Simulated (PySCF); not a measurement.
# C5H5N3O: magnetic properties

What do calculations give for the magnetic properties of C5H5N3O (`CC(=O)c1ccnnn1`)?

Computed with PySCF 2.14.0 and routines of our own; the level stands in each step. Atoms count from 0.

## Step 1: The starting structure

14 atoms, charge 0, multiplicity 1; geometry from: GFN2-xTB.

## Step 2: Magnetic properties: GIAO BHandHLYP/pcSseg-1

Job settings and geometry (Å):

```
{"job": {"kind": "mag", "xc": "BHandHLYP", "basis": "pcSseg-1", "isotopologues": 0}, "charge": 0, "multiplicity": 1}
C     -2.293701     0.015660    -0.592076
C     -1.292155     0.212733     0.498937
O     -1.558507     0.509483     1.637652
C      0.138711     0.011485     0.082479
C      1.183386     0.159301     0.994167
C      2.450207    -0.056846     0.468948
N      2.614832    -0.378347    -0.807189
N      1.595554    -0.496430    -1.589583
N      0.387678    -0.313815    -1.186185
H     -3.298817     0.179186    -0.214322
H     -2.076897     0.703629    -1.406494
H     -2.196439    -0.991785    -0.991205
H      0.993348     0.422136     2.022649
H      3.352122     0.023137     1.060056
```

Level: GIAO BHandHLYP/pcSseg-1 magnetisability, rotational g tensor and spin-rotation constants, non-relativistic, gas phase.

On the command line:

```sh
$ OMP_NUM_THREADS=1 python excited_run.py task.json out
```

The driver reads the jobs from task.json and runs them one after another.

The program printed:

```text
coarse grid: 12808 points
cycle   1  E = -432.4254341820  dE =  2.088e+00  |g| = 8.530e-01  |ddm| = 3.777e+00
cycle   2  E = -432.2771311017  dE =  1.483e-01  |g| = 1.271e+00  |ddm| = 2.237e+00
cycle   3  E = -432.5760962505  dE = -2.990e-01  |g| = 1.229e-01  |ddm| = 1.574e+00
cycle   4  E = -432.5786780440  dE = -2.582e-03  |g| = 6.271e-02  |ddm| = 1.567e-01
cycle   5  E = -432.5795077419  dE = -8.297e-04  |g| = 2.222e-02  |ddm| = 6.964e-02
cycle   6  E = -432.5796099526  dE = -1.022e-04  |g| = 6.193e-03  |ddm| = 2.453e-02
cycle   7  E = -432.5796189925  dE = -9.040e-06  |g| = 2.095e-03  |ddm| = 8.449e-03
final grid: 127088 points
cycle   8  E = -432.6315006764  dE = -1.524e-05  |g| = 4.266e-03  |ddm| = 1.731e-02
cycle   9  E = -432.6314988506  dE =  1.826e-06  |g| = 5.489e-03  |ddm| = 7.615e-03
cycle  10  E = -432.6315046167  dE = -5.766e-06  |g| = 5.892e-04  |ddm| = 4.780e-03
cycle  11  E = -432.6315046854  dE = -6.867e-08  |g| = 1.721e-04  |ddm| = 5.138e-04
cycle  12  E = -432.6315046910  dE = -5.583e-09  |g| = 9.091e-05  |ddm| = 3.286e-04
cycle  13  E = -432.6315046929  dE = -1.949e-09  |g| = 2.654e-05  |ddm| = 9.164e-05
cycle  14  E = -432.6315046931  dE = -1.883e-10  |g| = 1.136e-05  |ddm| = 5.010e-05
converged SCF energy = -432.6315046931

Magnetisability tensor (1e-30 J/T^2)
     -502.21      -93.90       -1.37
      -93.90    -1753.61      308.92
       -1.37      308.92     -564.29
isotropic -940.04   principal values   -1835.26   -516.25   -468.60
isotropic susceptibility -56.610 1e-6 cm^3/mol

Inertial axes            a          b          c
rot. const./GHz      3.9473     1.2995     0.9835
chi total           -29.071    -30.238   -110.522
chi diamagnetic    -400.472   -982.408  -1280.588
chi paramagnetic    371.401    952.171   1170.066
quadrupole/D A       -7.963      2.116      5.847
g nuclear            0.5730     0.5403     0.5457
g electronic        -0.6887    -0.5813    -0.5406
g total             -0.1158    -0.0410     0.0050

Spin-rotation constants (kHz, H = +C I.J)
atom  isotope        aa         bb         cc
  6    14N        1.145      0.494      0.023
  7    14N        1.804      0.394      0.045
  8    14N        1.550      0.317      0.029
  9     1H        0.183     -0.148     -0.114
 10     1H       -0.386     -0.072     -0.016
 11     1H       -0.386     -0.072     -0.016
 12     1H       -0.279      0.099     -0.100
 13     1H       -0.108      0.066     -0.090
  0    13C*       0.636      0.201      0.156
  1    13C*       2.360      0.596      0.222
  2    17O*      -3.233     -1.266     -0.010
  3    13C*       2.253      0.475      0.133
  4    13C*       1.449      0.599      0.074
  5    13C*       1.536      0.700      0.132
* in the singly substituted isotopologue
```

It took 42 s on 1 thread of Arm Neoverse N1, shared host; peak memory 0.77 GiB.

In short:

```csv
quantity,value
magnetisability,-940·10⁻³⁰ J/T²
molar susceptibility,-56.6·10⁻⁶ cm³/mol
"rotational g (a, b, c)","-0.1158, -0.0410, 0.0050"
```

## Step 3: Magnetic properties: GIAO HCTH407/6-31++G**

The job, as its differences from that of step 2:

```diff
@@ -1,2 +1,2 @@
-{"job": {"kind": "mag", "xc": "BHandHLYP", "basis": "pcSseg-1", "isotopologues": 0}, "charge": 0, "multiplicity": 1}
+{"job": {"kind": "mag", "xc": "HCTH407", "basis": "6-31++G**", "scf": {"guess": "huckel"}}, "charge": 0, "multiplicity": 1}
 C     -2.293701     0.015660    -0.592076
```

With the program's defaults for keys left out, this is: GIAO HCTH407/6-31++G** magnetisability, rotational g tensor and spin-rotation constants, non-relativistic, gas phase.

The program printed:

```text
final grid: 127088 points
cycle   1  E = -412.8556361561  dE =  1.620e+01  |g| = 8.270e+00  |ddm| = 3.914e+01
cycle   2  E = -361.5643967225  dE =  5.129e+01  |g| = 1.108e+01  |ddm| = 1.542e+03
cycle   3  E = -405.3229390769  dE = -4.376e+01  |g| = 7.207e+00  |ddm| = 1.490e+03
cycle   4  E = -382.7657112917  dE =  2.256e+01  |g| = 9.446e+00  |ddm| = 2.297e+02
cycle   5  E = -431.0514907715  dE = -4.829e+01  |g| = 2.532e+00  |ddm| = 1.913e+02
cycle   6  E = -429.8366078912  dE =  1.215e+00  |g| = 2.845e+00  |ddm| = 1.691e+01
cycle   7  E = -432.4056779742  dE = -2.569e+00  |g| = 1.247e+00  |ddm| = 1.584e+01
cycle   8  E = -432.7415521862  dE = -3.359e-01  |g| = 7.703e-01  |ddm| = 5.510e+00
cycle   9  E = -432.8593474529  dE = -1.178e-01  |g| = 3.060e-01  |ddm| = 2.561e+00
cycle  10  E = -432.8749251078  dE = -1.558e-02  |g| = 1.596e-01  |ddm| = 1.128e+00
cycle  11  E = -432.8804418506  dE = -5.517e-03  |g| = 4.864e-02  |ddm| = 5.674e-01
cycle  12  E = -432.8808763706  dE = -4.345e-04  |g| = 2.245e-02  |ddm| = 1.209e-01
cycle  13  E = -432.8810018869  dE = -1.255e-04  |g| = 4.770e-03  |ddm| = 7.921e-02
cycle  14  E = -432.8810059040  dE = -4.017e-06  |g| = 2.750e-03  |ddm| = 2.085e-02
cycle  15  E = -432.8810073454  dE = -1.441e-06  |g| = 1.182e-03  |ddm| = 6.652e-03
cycle  16  E = -432.8810076703  dE = -3.249e-07  |g| = 1.959e-04  |ddm| = 3.842e-03
cycle  17  E = -432.8810076760  dE = -5.695e-09  |g| = 1.097e-04  |ddm| = 1.124e-03
cycle  18  E = -432.8810076768  dE = -8.240e-10  |g| = 9.780e-05  |ddm| = 6.957e-04
cycle  19  E = -432.8810076789  dE = -2.056e-09  |g| = 2.625e-05  |ddm| = 4.026e-04
cycle  20  E = -432.8810076788  dE =  8.845e-11  |g| = 3.386e-05  |ddm| = 1.165e-04
cycle  21  E = -432.8810076790  dE = -2.610e-10  |g| = 7.519e-06  |ddm| = 9.214e-05
converged SCF energy = -432.8810076790

Magnetisability tensor (1e-30 J/T^2)
     -469.80      -89.82       -6.21
      -89.82    -1649.42      297.66
       -6.21      297.66     -505.13
isotropic -874.78   principal values   -1728.07   -479.69   -416.59
isotropic susceptibility -52.681 1e-6 cm^3/mol

Inertial axes            a          b          c
rot. const./GHz      3.9473     1.2995     0.9835
chi total           -26.902    -27.073   -104.067
chi diamagnetic    -399.479   -981.300  -1279.883
chi paramagnetic    372.577    954.227   1175.816
quadrupole/D A       -8.062      1.823      6.239
g nuclear            0.5730     0.5403     0.5457
g electronic        -0.6909    -0.5826    -0.5433
g total             -0.1179    -0.0423     0.0024

Spin-rotation constants (kHz, H = +C I.J)
atom  isotope        aa         bb         cc
  6    14N        0.960      0.434      0.024
  7    14N        1.500      0.333      0.047
  8    14N        1.349      0.257      0.030
  9     1H        0.196     -0.147     -0.118
 10     1H       -0.380     -0.071     -0.014
 11     1H       -0.380     -0.071     -0.013
 12     1H       -0.280      0.098     -0.100
 13     1H       -0.116      0.074     -0.089
  0    13C*       0.584      0.186      0.141
  1    13C*       2.072      0.561      0.212
  2    17O*      -2.764     -1.130     -0.011
  3    13C*       1.955      0.408      0.120
  4    13C*       1.283      0.510      0.067
  5    13C*       1.308      0.625      0.128
* in the singly substituted isotopologue
```

Run time: 97 s. Hardware: 1 thread of Arm Neoverse N1, shared host; peak memory 0.75 GiB.

From this job:

```csv
quantity,value
magnetisability,-875·10⁻³⁰ J/T²
molar susceptibility,-52.7·10⁻⁶ cm³/mol
"rotational g (a, b, c)","-0.1179, -0.0423, 0.0024"
```

## Step 4: The levels compared

```csv
level,ξ (10⁻³⁰ J/T²),g(a),g(b),gap (eV),functions,time
GIAO BHandHLYP/pcSseg-1,-940,-0.1158,-0.0410,7.30,178,42 s
GIAO HCTH407/6-31++G**,-875,-0.1179,-0.0423,2.09,192,97 s
```

## Step 5: Results

| quantity | value |
| --- | --- |
| magnetisability (step 2, GIAO BHandHLYP/pcSseg-1) | -940·10⁻³⁰ J/T² |
| molar susceptibility (step 2, GIAO BHandHLYP/pcSseg-1) | -56.6·10⁻⁶ cm³/mol |
| rotational g (a, b, c) (step 2, GIAO BHandHLYP/pcSseg-1) | -0.1158, -0.0410, 0.0050 |
| magnetisability over the levels | -940 to -875·10⁻³⁰ J/T² |

What this shows: The magnetisability spreads by 7.2 % over 2 levels, from GIAO BHandHLYP/pcSseg-1 (42 s) to GIAO HCTH407/6-31++G** (97 s); the runs took 42 s to 97 s. Two levels can agree by chance, so this spread shows no convergence. Vibrational averaging and real surroundings are missing from these values.
